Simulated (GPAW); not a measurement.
Crystal: TeRu.

```
Ru Te
1.0
     3.79508    0.00000    0.00000
    -1.89754    3.28664    0.00000
     0.00000    0.00000    3.70381
Ru Te
1 1
Direct
  0.00000 0.00000 0.00000
  0.66667 0.33333 0.50000
```

The cell comes from a database or a generator and needn't be the stable form of this composition.

Program: GPAW 26.7.0. Alike in all runs: task single point; cell as given; k mesh 6 × 6 × 5; cutoff (eV) 600; smearing gaussian 0.05 eV.

Q: Order these runs on this cell by their pressure, lowest first.
A. level LDA+U; potentials or basis the program's PAW data sets (release 1.2.1) made for this functional, pw; spin collinear, ferromagnetic start; U Ru d U = 8 eV; fixed moment (μB) 4.0
B. level PBEsol+U; potentials or basis PAW data sets generated in the run's folder for this functional, pw; spin collinear, ferromagnetic start; U Ru d U = 4 eV
C. level LDA+U; potentials or basis the program's PAW data sets (release 1.2.1) made for this functional, pw; spin off; U Ru d U = 2 eV
D. level PBEsol+U; potentials or basis PAW data sets generated in the run's folder for this functional, pw; spin collinear, zero start; U Ru d U = 2 eV

A: C (-20.8 GPa), D (-18.6 GPa), B (0.8 GPa), A (5.5 GPa).

Caveats: the U is typed as a test and isn't derived for this compound; the total moment is fixed, so each spin has its own Fermi level (some runs); U without spin polarisation on a metal has little footing (some runs).
